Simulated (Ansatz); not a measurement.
**What each level of theory costs: WSe2 (P6_3/mmc), on Neoverse N1 cores, threads left to the program**

Program: Ansatz 0.2.0. No other job shared the machine, and each run was timed once from launch to exit. Hardware: an Arm Neoverse N1 node (56 of its 64 cores, memory capped at 64 GiB). Times and memory are rounded to two significant figures, and ratios are formed from the unrounded values. A row is a single run, so small differences between rows aren't established. Precision is the program's default, which can work at lower precision in parts of a run.

The first rung is PBE.

Commands are shown without the flags for output files and display.

The folder soft_1 holds one of the program's own sets of PAW files, generated with PBE and used with every functional where the input names it.

```
atoms                                                              : 6
valence electrons                                                  : 92
cell volume                                                        : 131.1 Å³
cutoff (chosen by the program)                                     : 420 eV
k mesh                                                             : 8×8×2
k points solved                                                    : 20
symmetry operations used (translations within a supercell counted) : 24
plane waves at Γ                                                   : 2589
dense FFT grid                                                     : 24×24×96
bands at the start                                                 : 56
spin                                                               : none
first density                                                      : superposed atoms
```

Input:

```yaml
crystal:
  lattice:
    - [3.319933, 0.000000, 0.000000]
    - [-1.659966, 2.875146, 0.000000]
    - [0.000000, 0.000000, 13.737187]
  atoms:
    - { symbol: W, position: [0.666667, 0.333333, 0.750000] }
    - { symbol: W, position: [0.333333, 0.666667, 0.250000] }
    - { symbol: Se, position: [0.333333, 0.666667, 0.871001] }
    - { symbol: Se, position: [0.666667, 0.333333, 0.371001] }
    - { symbol: Se, position: [0.333333, 0.666667, 0.628999] }
    - { symbol: Se, position: [0.666667, 0.333333, 0.128999] }
kpoints:
  mp_grid: { grid: [8, 8, 2] }
hamiltonian:
  xc: pbe
  pseudopotentials: { azcp: { folder: soft_1 } }
scf:
  occupations: { method: fixed }
output: { forces: true, stress: true }
```

Command for every rung:

```bash
taskset -c 8-63 ansatz run input.yaml --backend cpu --max-ram 64GiB
```

Lines that stand in the other rungs' inputs in place of, or beside, those above:

```yaml
# LDA
hamiltonian:
  xc: lda
# r2SCAN
hamiltonian:
  xc: r2scan
# PBE with spin-orbit coupling
hamiltonian:
  pseudopotentials: { kind: paw_fr, azcp: { folder: soft_1 } }
magnetization: { noncollinear: true, spin_orbit: true }
output: { eigenvalues: true }
# PBE with bands and DOS
kpoints:
  band_path: { path: [[0, 0, 0], [0.5, 0, 0], [0.5, 0.5, 0], [0, 0, 0], [0.5, 0.5, 0.5]], npoints: 15 }
output: { eigenvalues: true, dos: {} }
# PBE, all-electron LAPW
hamiltonian:
  pseudopotentials: { kind: all_electron, lapw: {} }
# HSE06
hamiltonian:
  xc: hse06
# PBE Γ phonons (DFPT) and dielectric tensor
phonons: { method: dfpt, qpoints: [[0, 0, 0]], dielectric: true, rigid_motions: translations }
# (no output line)
# PBE0
hamiltonian:
  xc: pbe0
```

```
                                     level  wall time  SCF clock  outside it     outputs asked  electrons in bands  bands at the start  cutoff (eV)  dense FFT grid  XC grid (× dense grid)  k points  SCF iterations  residual at close (eV)  eigensolver  threads  host memory (GiB)                                                                                                                                                            remarks
                                       PBE     0.80 s     0.53 s      0.27 s    forces, stress                  92                  56          420        24×24×96                       8        20               9                    1e-7      band CG       56                1.0                                                                                                                                                        bands 56→54
                                       LDA     0.83 s     0.48 s      0.35 s    forces, stress                  92                  56          420        24×24×96                       1        20               9                    3e-8      band CG       56               0.99                                                                                                                                                        bands 56→54
                    PBE with bands and DOS      1.3 s      1.1 s      0.26 s  eigenvalues, dos                  92                  56          420        24×24×96                       1        20              10                    2e-9      band CG       56                2.2                                                                                                                                                 band table 0.080 s
                                    r2SCAN      1.5 s      1.1 s      0.45 s    forces, stress                  92                  56          500       25×25×108                      64        20               9                    4e-8      band CG       56                1.6                                                                                                                                                        bands 56→54
              PBE with spin-orbit coupling      3.4 s      2.5 s      0.88 s       eigenvalues                  92                 112          420        24×24×96                       1        20               9                    9e-8      band CG       56                3.4                                                                                                                                                                   
                                      PBE0       18 s       16 s       2.1 s    forces, stress                  92                  56          420        24×24×96                       8        20              23                             Davidson       56                4.7  band table 1.4 s; SCF threshold loose for stress (1e-7 against 6e-10 eV); exchange threshold loose for stress (1e-6 against 6e-8 eV); exchange on 15×15×60 points
                                     HSE06       19 s       16 s       2.7 s    forces, stress                  92                  56          420        24×24×96                       8        20              21                             Davidson       56                4.7  band table 1.6 s; SCF threshold loose for stress (1e-7 against 6e-10 eV); exchange threshold loose for stress (1e-6 against 6e-8 eV); exchange on 15×15×60 points
PBE Γ phonons (DFPT) and dielectric tensor       34 s       33 s      0.54 s              none                  92                  56          420        24×24×96                       8        42              17                   7e-12      band CG       56                3.4                                                                                                    second SCF on 8×8×2 for the field; mesh coarse for the response
```

The SCF clock is the program's own. It runs from the start of the first SCF loop to the final result and holds forces, stress, later SCFs and response steps. Outside it lie start-up, exit and the set-up ahead of the first loop, which depends on the cell and the method.

SCF iterations are those that the program logged, summed over all steps and exchange cycles of a run; an SCF made in search of a lower state can go uncounted; response, GW and RPA loops aren't counted. A hybrid's count includes the PBE SCF that it starts from. The k points are those of the first SCF; band paths, strained cells and response steps solve further ones. LAPW's cutoff and plane waves are those at the start; the program can enlarge the basis.

«SCF threshold loose for stress (a against b)»: the program warns that its threshold a on the density residual is looser than the b that it advises where a stress is wanted. The warning is on the threshold set and not on the residual reached, which can lie below it; a run set to the advised value can need more iterations. «exchange threshold loose for stress (a against b)»: the same warning for the energy threshold of a hybrid's exchange loop, again on the value set and not on the value reached. «bands a→b»: once the levels showed a gap the program dropped high empty bands and went on with b of the a at the start. «second SCF on a mesh for the field»: the dielectric response was solved on a mesh of its own, after an SCF there, with bands and a solver of its own, whose iterations are counted. «mesh coarse for the response»: the program warns that the k mesh is coarse for the force constants, so a converged run would cost more. «exchange on a×b×c points»: exact exchange forms its pair densities on this grid and not on the dense one, without the augmentation charges, which are treated apart. «band table a s»: behind the SCF the program solved its bands further for a band table, asked for or not, which took a s of the SCF clock (told where that is 5 % of it or more).

The rungs don't all ask for the same outputs, so their times differ by more than the level of theory.

The program sets the grid for exchange-correlation by functional and task; the column gives its points per point of the dense FFT grid (LAPW has grids of its own).

The residual is the density residual (dr2) at which the first SCF closed; hybrids, which run several SCFs, have none listed. The eigensolver is the one reported for the main SCF. Ahead of a DFPT response the program converges the ground state more tightly by default.

At its default thresholds the program warns of the stress for hybrids alone, so a rung without the warning needn't be the more tightly converged one. The first rung closed at 1e-7 eV, above the 6e-10 eV that the program advises for its stress (1e-10 eV an atom; for hybrids it counts 16 atoms at most).

DFPT reduces the ground state's mesh only under the symmetry operations that its perturbations allow, hence more k points.

The PAW files were made with PBE; for other functionals the program regenerates the frozen cores at set-up.

The stress takes 4.7 s of the 18 s of PBE0, 4.8 s of the 19 s of HSE06.

The first rung takes only 0.80 s, 0.53 s of it on the SCF clock, in a single run. That is too short to divide by, since fixed costs and noise weigh heavily on it, so no ratios to it are given. The cost of one level against another in a larger system can differ much from what these times suggest.

Q: How long does PBE, all-electron LAPW take on Neoverse N1 cores, threads left to the program?

A: 7.6 s, against 0.80 s for the first rung, at a cutoff of 362 eV at the start, in 10 SCF iterations against 9; peak host memory 2.8 GiB. Of the wall time 7.1 s is on the SCF clock and 0.50 s outside. On the SCF clock alone it is 7.1 s against 0.53 s. It starts with 111 bands, against 56, for 184 electrons in bands against 92. Its dense FFT grid has 24×24×90 points, against 24×24×96 (0.94 times as many). Its eigensolver is Davidson, against band CG.
